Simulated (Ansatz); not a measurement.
# Al6N: the cost of one run

Method: DFT PBE, scalar-relativistic, plane waves, PAW, in Ansatz 0.2.0.

## (1) The structure to begin with

Symmetry: Cm, No. 8, monoclinic system. The conventional cell has a = 9.897 Å, b = 5.714 Å, c = 22.602 Å, α = 90.00°, β = 90.00°, γ = 90.00°. Al (site symmetry m) is surrounded by 9 Al at 2.83 to 2.86 Å. Al (site symmetry 1) has 9 Al at 2.83 to 2.86 Å as nearest neighbours. Al (site symmetry 1) is surrounded by 12 Al at 2.83 to 2.86 Å. Al (site symmetry m) has 12 Al at 2.83 to 2.86 Å as nearest neighbours. Around Al (site symmetry 1) lie 9 Al at 2.83 to 2.86 Å and 2 N at 3.01 Å. Al (site symmetry m) is surrounded by 2 N at 2.76 Å and 9 Al at 2.83 to 2.86 Å. Only part of the 10 independent sites is listed.

Coordinates:

```cif
data_structure
_symmetry_space_group_name_H-M 'Cm'
_symmetry_Int_Tables_number 8
_cell_length_a 9.8975
_cell_length_b 5.7143
_cell_length_c 22.6016
_cell_angle_alpha 90.000
_cell_angle_beta 90.000
_cell_angle_gamma 90.000
_cell_volume 1278.28
loop_
_atom_site_label
_atom_site_type_symbol
_atom_site_symmetry_multiplicity
_atom_site_Wyckoff_symbol
_atom_site_fract_x
_atom_site_fract_y
_atom_site_fract_z
_atom_site_occupancy
Al1 Al 2 a 0.33333 0.50000 0.17698 1
Al2 Al 4 b 0.58333 0.75000 0.17698 1
Al3 Al 2 a 0.33333 0.00000 0.17698 1
Al4 Al 4 b 0.41667 0.75000 0.27878 1
Al5 Al 2 a 0.66667 0.00000 0.27878 1
Al6 Al 2 a 0.66667 0.50000 0.27878 1
Al7 Al 4 b 0.25000 0.75000 0.38058 1
Al8 Al 2 a 0.50000 0.00000 0.38058 1
Al9 Al 2 a 0.50000 0.50000 0.38058 1
N1 N 4 b 0.50000 0.58750 0.44429 1
```

This is the geometry of the first run shown, built on a cell relaxed beforehand with the same method.

## (2) The scan

Atoms count from 1 in the order of the input.

N2 lies flat over one site of a rigid substrate while its bond length and height are varied.

The axes are (1) distance N13-N14: 8 values from 1.000 to 3.000 Å; (2) height of the N2 axis above the plane of Al9: 8 values from 0.80 to 3.60 Å.

Nothing else is relaxed. Points are written as (first, second).

## (3) The run at (1.000 Å, 1.44 Å)

A dipole layer in the vacuum cancels the field that periodic copies would set up if the slab's two faces differ.

input.yaml

```yaml
crystal:
  lattice:
    - [5.7143028096, 0.0, 0.0]
    - [-2.8571514048, 4.948731398, 0.0]
    - [0.0, 0.0, 22.601642461]
  atoms:
    - { symbol: Al, position: [0.3333333333, 0.1666666667, 0.1769782885] }
    - { symbol: Al, position: [0.3333333333, 0.6666666667, 0.1769782885] }
    - { symbol: Al, position: [0.8333333333, 0.1666666667, 0.1769782885] }
    - { symbol: Al, position: [0.8333333333, 0.6666666667, 0.1769782885] }
    - { symbol: Al, position: [0.1666666667, 0.3333333333, 0.2787817905] }
    - { symbol: Al, position: [0.1666666667, 0.8333333333, 0.2787817905] }
    - { symbol: Al, position: [0.6666666667, 0.3333333333, 0.2787817905] }
    - { symbol: Al, position: [0.6666666667, 0.8333333333, 0.2787817905] }
    - { symbol: Al, position: [0.0, 0.0, 0.3805759903] }
    - { symbol: Al, position: [0.0, 0.5, 0.3805759903] }
    - { symbol: Al, position: [0.5, 0.0, 0.3805759903] }
    - { symbol: Al, position: [0.5, 0.5, 0.3805759903] }
    - { symbol: "N", position: [0.4125002618, 0.5, 0.4442881741] }
    - { symbol: "N", position: [0.5874997382, 0.5, 0.4442881741] }
basis:
  ecutwfc: 420
kpoints:
  mp_grid: { grid: [6, 6, 1] }
hamiltonian:
  xc: pbe
scf:
  occupations: { method: gaussian, width: 0.1 }
output:
  forces: true
  eigenvalues: true
efield:
  axis: 3
  dipole_correction: true
  ramp_width: 0.04
```

The run is started by

```bash
$ ansatz run input.yaml --threads 4 --pin off --max-ram 12288MiB --backend cpu --events-out ev --progress --plain --runs-dir out
```

Q: Estimate wall time and peak memory on 4 threads of Intel Xeon 6975P-C (Granite Rapids), shared host.

About 3.8 s, with a peak of 1.1 GiB.
